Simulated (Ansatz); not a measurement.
**SbH₃O: ionisation energy by level of theory**

How much energy removes an electron from SbH₃O at fixed geometry? The cation is run at each level and the neutral's energy taken from earlier runs.

Computed with Ansatz 0.2.0, Gaussian basis. Level: unrestricted cation, the program's frozen cores in correlated methods.

Levels to be run: UKS PBE-D4/def2-TZVPP; UKS r2SCAN-D4/def2-TZVPP; UKS PBE0-D4/def2-TZVPP; UKS B3LYP-D4/def2-TZVPP; UKS wB97X-V/def2-TZVPP; UKS wB97M-V/def2-TZVPP; UKS B2PLYP/def2-TZVPP; UHF-CCSD(T)/def2-TZVPP; UHF-MP2/def2-QZVPP; extrapolation to the limit; then −ε(HOMO) from the neutral's earlier runs with LDA (SPW92), PBE-D4, revPBE-D4, BLYP-D4, r2SCAN-D4, B97M-V, PBE0-D4, B3LYP-D4, r2SCANh-D4, r2SCAN0-D4, HSE06-D4, BHLYP-D4, CAM-B3LYP-D4, LC-ωPBE, ωB97X-V, ωB97M-V.

## Step 1: Structure used throughout

The geometry comes from an earlier relaxation with PBE0-D4 in a triple-zeta def2 set; it is a stationary point. Sb takes the def2 core potential; no spin-orbit term is included.

5 atoms, charge 0, spin multiplicity 1.

Atoms are counted from 1 here; the program's logs count them from 0.

Bond lengths: O1–Sb2 1.974 Å, O1–H3 0.960 Å, Sb2–H4 1.713 Å, Sb2–H5 1.713 Å. Angles: Sb2–O1–H3 109.6°, O1–Sb2–H4 94.3°, O1–Sb2–H5 94.3°, H4–Sb2–H5 90.6°.

Coordinates:

| atom | x (Å) | y (Å) | z (Å) |
| --- | --- | --- | --- |
| O1 | 0.3765 | -0.7872 | 0.8460 |
| Sb2 | 0.0126 | 0.1611 | -0.8465 |
| H3 | 0.8901 | -1.5785 | 0.6682 |
| H4 | -1.6422 | 0.4273 | -0.4915 |
| H5 | 0.4129 | 1.7037 | -0.2177 |

## Step 2: Cation, UKS PBE-D4/def2-TZVPP

The input, in.yaml:

```yaml
crystal:
  periodic: [false, false, false]
  atoms:
    - {symbol: O, position_ang: [0.376495, -0.787162, 0.846016]}
    - {symbol: Sb, position_ang: [0.012647, 0.161129, -0.846505]}
    - {symbol: H, position_ang: [0.890133, -1.578498, 0.668249]}
    - {symbol: H, position_ang: [-1.642159, 0.427258, -0.491511]}
    - {symbol: H, position_ang: [0.412884, 1.703673, -0.217650]}
basis:
  gaussian: {orbitals: def2-TZVPP}
total_charge: 1
magnetization: {spin_polarized: true, initial_magnetization: 1}
hamiltonian: {xc: pbe, dispersion: d4}
```

The run is started by

```
ansatz run in.yaml --threads 2 --pin off --events-out ev --progress --plain --max-ram 4352MiB
```

After this run come: Cation, UKS r2SCAN-D4/def2-TZVPP; Cation, UKS PBE0-D4/def2-TZVPP; Cation, UKS B3LYP-D4/def2-TZVPP; Cation, UKS wB97X-V/def2-TZVPP; Cation, UKS wB97M-V/def2-TZVPP; Cation, UKS B2PLYP (frozen core)/def2-TZVPP; Cation, UHF-CCSD(T)/def2-TZVPP; Cation, UHF-MP2/def2-QZVPP.

Q: Predict the results of all the runs planned. Wanted: ionisation energy, CCSD(T)/CBS; nearest functional by difference; nearest −ε(HOMO); −ε(HOMO) of PBE; T1 of the cation.

As calculated:

| quantity | value |
| --- | --- |
| ionisation energy, CCSD(T)/CBS | 9.98 eV |
| nearest functional by difference | B3LYP-D4 (-0.18 eV) |
| nearest −ε(HOMO) | LC-ωPBE (-0.06 eV) |
| −ε(HOMO) of PBE | 6.29 eV |
| T1 of the cation | 0.019 |

**Reading.** By cation minus neutral, the functionals miss by 0.42 eV at most. The PBE orbital energy is 3.7 eV too small: a semilocal HOMO is no ionisation energy. Among orbital estimates LC-ωPBE comes nearest. Hartree-Fock falls 0.98 eV short, as the neutral has more correlation energy than the cation. Correlated methods include outer-core shells of Sb, which these sets cover unevenly. With outer-core shells in play the reference is unsure by up to some tenths of an eV, so close misses can't be ranked.
